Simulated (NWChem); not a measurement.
**TlI (thallium iodide): HF/def2-TZVPP (core potential)**

What is the vertical ionisation energy of TlI (thallium iodide) at HF/def2-TZVPP (core potential)? Input form: an ASE script.

The calculation is run with NWChem 7.3.0.

2 further runs of the same task are left out: 2 set aside as unsound or not needed. Runs told in other sessions of the task aren't counted.

## (1) Starting point

TlI: 2 atoms, total charge 0, spin state singlet. As SMILES, `[I][Tl]`. The shape is that of a PBE0-D4/def2-TZVP optimisation.

Bond lengths: I1–Tl2 2.841 Å.

## (2) Energy and forces at HF/def2-TZVPP (core potential)

run.py reads:

```python
from ase import Atoms
from ase.calculators.nwchem import NWChem

atoms = Atoms('ITl', positions=[
    [-0.000000, -0.000000, -0.008400],
    [0.000000, 0.000000, 2.832460],
])

calc = NWChem(
    label='calc',
    theory='scf',
    memory='2200 mb',
    basis='def2-TZVPP',
    basispar='spherical bse',
    scf={'nopen': '0', 'rhf': None, 'thresh': '1e-08', 'maxiter': '80'},
    **{'ecp bse': {'I library': 'def2-TZVPP', 'Tl library': 'def2-TZVPP'}},
)
atoms.calc = calc

forces = atoms.get_forces()
print("Total energy (eV):", round(atoms.get_potential_energy(), 6))
print("forces (eV/A):")
for s, f in zip(atoms.symbols, forces):
    print(f"{s:2s} {f[0]:10.5f} {f[1]:10.5f} {f[2]:10.5f}")
print("dipole (e A):", atoms.get_dipole_moment().round(4))
```

Started as:

```sh
$ export ASE_NWCHEM_COMMAND="nwchem PREFIX.nwi > PREFIX.nwo"
$ python run.py
```

What it wrote:

```text
Total energy (eV): -12742.167538
forces (eV/A):
I     0.00000    0.00000   -0.36067
Tl   -0.00000   -0.00000    0.36067
dipole (e A): [-0.     -0.      1.0319]
```

The calculator wrote calc.nwi:

```
title "calc"

permanent_dir calc

scratch_dir calc

start calc

geometry units angstrom nocenter noautosym noautoz
  I  -0.0000000000000000e+00 -0.0000000000000000e+00 -8.3999999999999995e-03
  Tl 0.0000000000000000e+00 0.0000000000000000e+00 2.8324600000000002e+00
end

memory 2200 mb

basis spherical bse noprint
   * library def2-TZVPP
end

scf
  nopen 0
  rhf
  thresh 1e-08
  maxiter 80
end
ecp bse
  I library def2-TZVPP
  Tl library def2-TZVPP
end

task scf gradient
```

calc.nwo:

```text
Northwest Computational Chemistry Package (NWChem) 7.3.0
             --------------------------------------------------------

           Job information
           ---------------

    nwchem branch   = 7.3.0
    use scalapack   = T
    input           = calc.nwi
    prefix          = calc.
    data base       = calc/calc.db
    status          = startup
    nproc           =        1

           Memory information
           ------------------

    heap     =     72089600 doubles =      550.0 Mbytes
    stack    =     72089597 doubles =      550.0 Mbytes
    global   =    144179200 doubles =     1100.0 Mbytes (distinct from heap & stack)
    total    =    288358397 doubles =     2200.0 Mbytes
    verify   = yes
    hardfail = no

           Directory information
           ---------------------

  0 permanent = calc
  0 scratch   = calc

[... 99 lines left out ...]
 Convergence threshold     :          1.000E-08
[... 12 lines left out ...]
       Final RHF  results
[... 3 lines left out ...]
      One-electron energy =  -1015.467130451187
[... 1 line left out ...]
 Nuclear repulsion energy =     97.793645489338
[... 41 lines left out ...]
                       ROHF Final Molecular Orbital Analysis
[... 267 lines left out ...]
     1   1 0 0     -0.000000      0.000000      0.000000
[... 8 lines of this table left out ...]
     2   0 0 2    -30.460097      0.000000    601.657153

                              NWChem Gradients Module
                              -----------------------

                                       calc

  wavefunction    =   RHF

                         RHF ENERGY GRADIENTS

    atom               coordinates                        gradient
                 x          y          z           x          y          z
   1 I       0.000000   0.000000  -0.015874   -0.000000  -0.000000   0.007014
   2 Tl      0.000000   0.000000   5.352573    0.000000   0.000000  -0.007014

                 ----------------------------------------
                 |  Time  |  1-e(secs)   |  2-e(secs)   |
                 ----------------------------------------
                 |  CPU   |       0.11   |      21.70   |
                 ----------------------------------------
                 |  WALL  |       0.11   |      21.70   |
                 ----------------------------------------

 Task  times  cpu:       75.0s     wall:       75.0s
 Total times  cpu:       75.1s     wall:       75.1s
```

Run time: 77 s. Hardware: 1 thread of Intel Xeon Platinum 8259CL at 2.50GHz (Skylake/Cascade Lake), shared host; peak memory 0.11 GiB.

## (3) The doublet cation: the energy at UHF/def2-TZVPP (core potential)

run.py reads:

```python
from ase import Atoms
from ase.calculators.nwchem import NWChem

molecule = Atoms(['I', 'Tl'], positions=[
    [-0.000000, -0.000000, -0.008400],
    [0.000000, 0.000000, 2.832460],
])

calc = NWChem(
    label='input',
    theory='scf',
    memory='2200 mb',
    basis='def2-TZVPP',
    basispar='spherical bse',
    charge=1,
    scf={'nopen': '1', 'uhf': None, 'thresh': '1e-08', 'maxiter': '80'},
    task='energy',
    **{'ecp bse': {'I library': 'def2-TZVPP', 'Tl library': 'def2-TZVPP'}},
)
molecule.calc = calc

print(f"energy = {molecule.get_potential_energy():.6f} eV")
```

Started as:

```sh
$ export ASE_NWCHEM_COMMAND="nwchem PREFIX.nwi > PREFIX.nwo"
$ python run.py
```

What it wrote:

```text
energy = -12734.233482 eV
```

The calculator wrote input.nwi:

```
title "input"

permanent_dir input

scratch_dir input

start input

geometry units angstrom nocenter noautosym noautoz
  I  -0.0000000000000000e+00 -0.0000000000000000e+00 -8.3999999999999995e-03
  Tl 0.0000000000000000e+00 0.0000000000000000e+00 2.8324600000000002e+00
end

charge 1

memory 2200 mb

basis spherical bse noprint
   * library def2-TZVPP
end

scf
  nopen 1
  uhf
  thresh 1e-08
  maxiter 80
end
ecp bse
  I library def2-TZVPP
  Tl library def2-TZVPP
end

task scf energy
```

input.nwo:

```text
Northwest Computational Chemistry Package (NWChem) 7.3.0
             --------------------------------------------------------

           Job information
           ---------------

    nwchem branch   = 7.3.0
    use scalapack   = T
    input           = input.nwi
    prefix          = input.
    data base       = input/input.db
    status          = startup
    nproc           =        1

           Memory information
           ------------------

    heap     =     72089594 doubles =      550.0 Mbytes
    stack    =     72089599 doubles =      550.0 Mbytes
    global   =    144179200 doubles =     1100.0 Mbytes (distinct from heap & stack)
    total    =    288358393 doubles =     2200.0 Mbytes
    verify   = yes
    hardfail = no

           Directory information
           ---------------------

  0 permanent = input
  0 scratch   = input

[... 27 lines left out ...]
            Nuclear Dipole moment (a.u.)
[... 63 lines left out ...]
 1-e energy   =    -992.208232
[... 7 lines left out ...]
         Quadratically convergent UHF
[... 15 lines left out ...]
       Final UHF  results
[... 3 lines left out ...]
      One electron energy =  -1004.422560644969
[... 1 line left out ...]
 Nuclear repulsion energy =     97.793645489338
[... 45 lines left out ...]
          Final beta eigenvalues
[... 294 lines left out ...]
                     UHF Final Beta Molecular Orbital Analysis
[... 278 lines left out ...]
   Mulliken analysis of the spin density
   -------------------------------------

    Atom       Charge   Shell Charges
 -----------   ------   -------------------------------------------------------
    1 I   25     0.80  -0.00  0.00 -0.00 -0.00 -0.01  0.02 -0.01  0.02  0.21  0.52  0.05 -0.01  0.01 -0.00  0.00  0.00
    2 Tl  21     0.20   0.00 -0.00  0.01 -0.00  0.06  0.02 -0.00  0.00  0.05  0.07 -0.00 -0.01  0.01 -0.00  0.00  0.00

       Multipole analysis of the density wrt the origin
       ------------------------------------------------

     L   x y z        total         alpha         beta         nuclear
     -   - - -        -----         -----         ----         -------
     0   0 0 0      1.000000    -23.000000    -22.000000     46.000000

     1   1 0 0      0.000000      0.000000      0.000000      0.000000
[... 8 lines of this table left out ...]
     2   0 0 2     -6.782661   -314.066510   -294.373304    601.657153

 Task  times  cpu:       90.0s     wall:       90.0s
 Total times  cpu:       90.0s     wall:       90.0s
```

Wall time 92 s (1 thread of Intel Xeon Platinum 8259CL at 2.50GHz (Skylake/Cascade Lake), shared host); peak memory 0.1 GiB.

## (4) Outcome

Level: HF/def2-TZVPP (core potential).

| quantity | value |
| --- | --- |
| singlet TlI: total energy | -468.26602 Eh |
| singlet TlI: dipole moment | 4.96 D |
| singlet TlI: HOMO energy | -8.81 eV |
| singlet TlI: LUMO energy | 0.29 eV |
| singlet TlI: HOMO–LUMO gap | 9.10 eV |
| singlet TlI: largest force on an atom | 0.361 eV/Å |
| doublet cation: total energy | -467.97445 Eh |
| doublet cation: HOMO energy (highest over α and β) | -15.36 eV |
| doublet cation: LUMO energy (lowest over α and β) | -7.14 eV |
| doublet cation: ⟨S²⟩ | 0.789 |
| vertical ionisation energy (to the doublet cation) | 7.934 eV |

**Reading.** The vertical ionisation energy comes to 7.93 eV (183 kcal/mol). The largest force (singlet TlI) is 0.36 eV/Å: the shape isn't a stationary point for this species at this level. The negative HOMO energy of the first species, 8.81 eV, lies 0.88 eV above that difference.
